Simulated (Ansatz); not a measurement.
Consider a comparison of magnetic orders of VAu, space group R-3m (the Python package of Ansatz (0.2.0)).

`orders_vau.py`
```python
"""Ferro, antiferro and non-magnetic states of VAu."""

from dataclasses import dataclass

import ansatz as az
import numpy as np


@dataclass
class RunConfig:
    kmesh: tuple[int, ...] = (9, 5, 9)
    filling: str = "fermi_dirac"


opts = RunConfig()


def count_gap(report):
    # lowest empty less highest filled band, counting bands; zero where they overlap
    return max(report.get("gap_by_band_count_ev") or 0.0, 0.0)

CELL = [
    (1.410401, 0.814295, 4.611088),
    (-2.820802, 1.628591, 9.222176),
    (0.0, -1.628591, 4.611088),
]
ATOMS = [
    ("V", (0.5, 0.25, 0.5)),
    ("Au", (0.0, 0.0, 0.0)),
    ("V", (0.5, 0.75, 0.5)),
    ("Au", (0.0, 0.5, 0.0)),
]


def magnet(moments):
    crystal = az.Crystal(lattice=az.Lattice.of(CELL))
    for (symbol, position), moment in zip(ATOMS, moments):
        crystal = crystal.atom(symbol, position, moment=moment or None)
    return crystal


def main() -> None:
    # starting moments in muB, one an atom
    orders = {
        "FM": [1.5, 0, 1.5, 0],
        "AFM": [1.5, 0, -1.5, 0],
    }

    rows = []
    for label, moments in orders.items():
        setup = (
            magnet(moments).calculation()
            .pseudopotentials("paw")
            .kpoints(*opts.kmesh, center="gamma")
            .occupations(opts.filling, width=100 * az.meV)
            .spin("collinear")
            .band_table()
        )
        rep = setup.run(threads=1, pin="off").report
        rows.append((label, rep["free_energy_ev"], rep["magnetization_mub"], rep["absolute_magnetization_mub"], max(abs(m) for m in rep["site_moments_mub"]), count_gap(rep)))
        print(label, "site moments:", [round(m, 2) for m in rep["site_moments_mub"]])

    # the same cell with no spin polarisation
    plain = (
        magnet([0] * len(ATOMS)).calculation()
        .pseudopotentials("paw")
        .kpoints(*opts.kmesh, center="gamma")
        .occupations(opts.filling, width=100 * az.meV)
        .band_table()
    )
    rep = plain.run(threads=1, pin="off").report
    rows.append(("NM", rep["free_energy_ev"], 0.0, 0.0, 0.0, count_gap(rep)))

    lowest = min(row[1] for row in rows)
    rows = [(row[0], 1000 * (row[1] - lowest) / 2, *row[2:]) for row in sorted(rows, key=lambda row: row[1])]
    for row in rows:
        print("; ".join(f"{name} = {round(v, 4) if isinstance(v, float) else v}" for name, v in zip(["order", "meV/magnetic atom", "net muB", "absolute muB", "largest site muB", "gap by band count eV"], row)))
    print("lowest of these starts:", rows[0][0])


if __name__ == "__main__":
    main()
```

Which magnetic state ends lowest, and by how much?

In order of energy: antiferro- or ferrimagnetic (+0.0 meV an atom, largest site moment 0.56 μB), non-magnetic (+0.3 meV an atom, largest site moment 0.00 μB) and non-magnetic (+0.3 meV an atom, largest site moment 0.00 μB). These are the states reached from the starts typed.

The output:

Running `python orders_vau.py` prints:
```text
DeckWarning: basis.ecutwfc = 420 eV, auto-derived from the records' recommended cutoffs: set by V (normal level)
RunWarning: the starting moments were not kept: the SCF closed with an absolute magnetisation of 2.2e-5 μB, where they sum to 3 μB in size (2 sites). That is at most 0.1 of that sum. Measured as [...]
FM site moments: [-0.0, -0.0, -0.0, -0.0]
AFM site moments: [0.56, 0.0, -0.56, -0.0]
order = AFM; meV/magnetic atom = 0.0; net muB = 0.0; absolute muB = 1.2422; largest site muB = 0.5575; gap by band count eV = 0.0
order = FM; meV/magnetic atom = 0.6814; net muB = -0.0; absolute muB = 0.0; largest site muB = 0.0; gap by band count eV = 0.0
order = NM; meV/magnetic atom = 0.6815; net muB = 0.0; absolute muB = 0.0; largest site muB = 0.0; gap by band count eV = 0.0
lowest of these starts: AFM
```
(Warnings from the package without file and line, shortened.)

Caveats:
- The SCF didn't keep the moments it started from (some shrank, vanished or turned); what is printed is the state reached.
- For a metal this k-point mesh is coarse: on a finer one energies can move by several to tens of meV an atom and pressures by half a GPa or more, differences at one mesh by less.
- A gap by band count of zero or less means overlapping bands, a metal.
- No functional is typed, so the default, PBE, holds.
- This cell is a computed structure, which may not be the phase found in nature.
- Levels are Kohn-Sham eigenvalues on this mesh, without spin-orbit coupling.
- Each row is the state reached from that start at the given structure, not necessarily the lowest of its order; other orders weren't tried.
- Hardware and time: 110 s on 1 thread of Intel(R) Xeon(R) Platinum 8488C (Sapphire Rapids), with other jobs on the host, peak memory 0.79 GiB.

(Lines on the test bed's own set-up are left out of the output.)
